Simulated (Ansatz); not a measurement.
**Hf: stress in a strained cell**

Hf is deformed so: equal xy, yz and zx engineering shear strains of -1 %. What stress and forces result, by LAPW, PAW and all-electron datasets made for the crystal?

Computed with Ansatz 0.2.0 (DFT PBEsol, scalar-relativistic, unless a step's input says otherwise).

## Step 1: Starting point

It takes space group Im-3m (No. 229, cubic). Conventional cell: a = 3.610 Å, b = 3.610 Å, c = 3.610 Å, α = 90.00°, β = 90.00°, γ = 90.00°. Around Hf (site symmetry m-3m) lie 8 Hf at 3.13 Å.

As a file:

```cif
data_structure
_symmetry_space_group_name_H-M 'P 1'
_symmetry_Int_Tables_number 1
_cell_length_a 3.1264
_cell_length_b 3.1264
_cell_length_c 3.1264
_cell_angle_alpha 109.471
_cell_angle_beta 109.471
_cell_angle_gamma 109.471
_cell_volume 23.52
loop_
_atom_site_label
_atom_site_type_symbol
_atom_site_fract_x
_atom_site_fract_y
_atom_site_fract_z
_atom_site_occupancy
Hf1 Hf 0.00000 0.00000 0.00000 1
```

## Step 2: After the deformation

Space group Im-3m before, R-3m after.

## Step 3: Full-potential LAPW

Input file input.yaml:

```yaml
crystal:
  lattice:
    - [-1.82305, 1.805, 1.805]
    - [1.805, -1.82305, 1.805]
    - [1.805, 1.805, -1.82305]
  atoms:
    - { symbol: Hf, position: [0.0, 0.0, 0.0] }
kpoints:
  mp_grid: { grid: [16, 16, 16] }
  band_path:
    path:
      - [0.0, 0.0, 0.0]
      - [0.0, 0.0, 0.5]
      - [-0.5, 0.5, 0.5]
      - [-0.7524689983, 0.2475310017, 0.2475310017]
      - [0.2475310017, 0.2475310017, 0.2475310017]
      - [0.0, 0.0, 0.0]
      - [-0.5, 0.0, 0.5]
    npoints: 5
scf:
  occupations: { method: fermi_dirac, width: 0.08 }
hamiltonian:
  xc: pbesol
  pseudopotentials: { kind: all_electron, lapw: { basis_error: 0.001 } }
output:
  forces: true
  stress: true
  eigenvalues: true
```

On the command line:

```
ansatz run input.yaml --threads 1 --pin off --max-ram 3072MiB --backend cpu --events-out ev --progress --plain --runs-dir out
```

## Step 4: PAW on the default files

Input file input.yaml:

```yaml
crystal:
  lattice:
    - [-1.82305, 1.805, 1.805]
    - [1.805, -1.82305, 1.805]
    - [1.805, 1.805, -1.82305]
  atoms:
    - { symbol: Hf, position: [0.0, 0.0, 0.0] }
kpoints:
  mp_grid: { grid: [16, 16, 16] }
scf:
  occupations: { method: fermi_dirac, width: 0.08 }
hamiltonian:
  xc: pbesol
  pseudopotentials: { kind: paw }
output:
  forces: true
  stress: true
  eigenvalues: true
  efg: { contact_densities: true }
  write_density: true
  write_potential: true
  elf: true
  volumetric_format: npy
```

## Step 5: All-electron PAW on datasets made for the crystal

Edit input.yaml of step 4 so:

```diff
@@ -13,3 +13,3 @@
   xc: pbesol
-  pseudopotentials: { kind: paw }
+  pseudopotentials: { kind: all_electron, datasets: crystal }
 output:
@@ -19,5 +19 @@
   efg: { contact_densities: true }
-  write_density: true
-  write_potential: true
-  elf: true
-  volumetric_format: npy
```

(Steps that only read results are left out.)

**Question.** What will these runs give? Wanted: pressure; largest shear or deviatoric stress.

As calculated:

| quantity | value |
| --- | --- |
| pressure | LAPW -8.87, PAW -8.89, crystal datasets -8.88 GPa |
| largest shear or deviatoric stress (LAPW) | 0.44 GPa |

What this shows: The largest part of the stress beyond the pressure is 0.44 GPa in size. No run of the undeformed cell stands beside it, so the pressure holds what the given cell had before the change. PAW: stress within 0.02 GPa of LAPW. Crystal datasets: stress within 0.01 GPa of LAPW. Spin-orbit coupling is left out, though the cell holds Hf; in elements this heavy it can shift bands and gaps by tenths of an eV.
